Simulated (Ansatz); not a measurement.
## BrFH2Si, SMILES F[SiH2]Br: an active-space calculation

Computed with the Ansatz DFT code, driven from Python.

The script reads `brfh2si.xyz`:
```text
5

F    -0.29880   -0.26490    1.58830
Si    0.08770   -0.09970    0.03880
Br   -1.31420    1.29470   -1.01120
H     0.09450   -1.42410   -0.60440
H     1.48070    0.42030   -0.05290
```

`run_cas.py`
```python
"""Active-space calculation on BrFH2Si."""

import ansatz as az

geometry = az.Crystal.molecule_from_extxyz("brfh2si.xyz")

model = (
    geometry.calculation()
    .basis(gaussian="def2-SVP")
    .correlation(active_electrons=2, active_orbitals=2)
)
for method in [None]:
    report = (model if method is None else model.correlation(method)).run(threads=1, pin="off").report
    space = report["configurations"]
    state = space["states"][0]
    print(method or "casscf", f"total {report['free_energy_ev'] / 27.211386246:.6f} Ha, active-space state {state['energy']['hartree']:.6f} Ha, mean field {report['reference_energy_ev'] / 27.211386246:.6f} Ha")
    print("  determinants", state["n_determinants"], " natural occupations", [round(n, 3) for n in space["natural_occupations"]])
print("effectively unpaired electrons, sum of min(n, 2 - n):", round(sum(min(n, 2 - n) for n in space["natural_occupations"]), 3))
```

Output of `python run_cas.py`:
```text
casscf total -2961.582587 Ha, active-space state -2961.582587 Ha, mean field -2961.565582 Ha
  determinants 4  natural occupations [1.987, 0.013]
effectively unpaired electrons, sum of min(n, 2 - n): 0.026
```

Caveats:
- Total energies depend on the basis set; only differences at equal settings carry meaning.
- The geometry is a force-field or estimated start, not a minimum of this method, and the basis set is short of its limit. The active space starts as a window about the frontier orbitals and is then optimised, not chosen by chemistry.
- Finished in 7.6 s on 1 thread of Arm Neoverse V2, with other jobs on the host, peak memory 0.22 GiB.
